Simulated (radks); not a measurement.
**Ionisation of K²⁺: one atom, several choices of exchange strength α**

An exercise on one series of results from a longer session: the logs are not shown, and one member is left open.

Method: scalar-relativistic Kohn-Sham, spin-unpolarised, spherical densities, finite nucleus. Code: radks (a radial shooting solver on a logarithmic mesh, Libxc functionals) version 1.

## The atom as given

| Quantity | Value |
| --- | --- |
| element | potassium (Z = 19) |
| charge | +2 |
| electrons | 17 |
| configuration | [Ne] 3s2 3p5 |
| ion | K³⁺, [Ne] 3s2 3p4 |
| choices | α = 0.582; α = 0.625; α = 0.628; α = 0.667; α = 0.788; α = 0.806; α = 0.952 |

Outer shells as boxes (Hund's rule):

K²⁺
```
[Ne] core
3s [↑↓]
3p [↑↓][↑↓][↑ ]
```

K³⁺
```
[Ne] core
3s [↑↓]
3p [↑↓][↑ ][↑ ]
```

The first run:

Settings of this run:

```text
Z 19
configuration [Ne] 3s2 3p5
relativity scalar-relativistic
functional xalpha 0.582
spin unpolarised
nucleus finite rms 3.4349 fm
c 137.035999084
```

Steps of the session up to this table: α = 0.582: K²⁺.

One of the session's tables, all rows but one given; the rest of the session is left out.

It belongs to the step «α = 0.582: K²⁺». Radial moments (bohr):

```
level      <r>  outermost maximum (interpolated)  90 % within  nodes
   1s  0.08139                            0.0532        0.145      0
   2s   0.3906                             0.320        0.610      1
   2p        ?                                 ?            ?      ?
   3s    1.248                              1.07         1.88      2
   3p    1.379                              1.14         2.13      1
```

Q: Estimate the row for 2p from the others.

As computed: <r>: 0.3530; outermost maximum (interpolated): 0.263; 90 % within: 0.584; nodes: 0. In the column «<r>» it lies between 1s (0.08139) and 2s (0.3906).

Caveats from the session: Spin polarisation and multiplet splitting are left out, so open shells lie too high by an amount that depends on their filling.
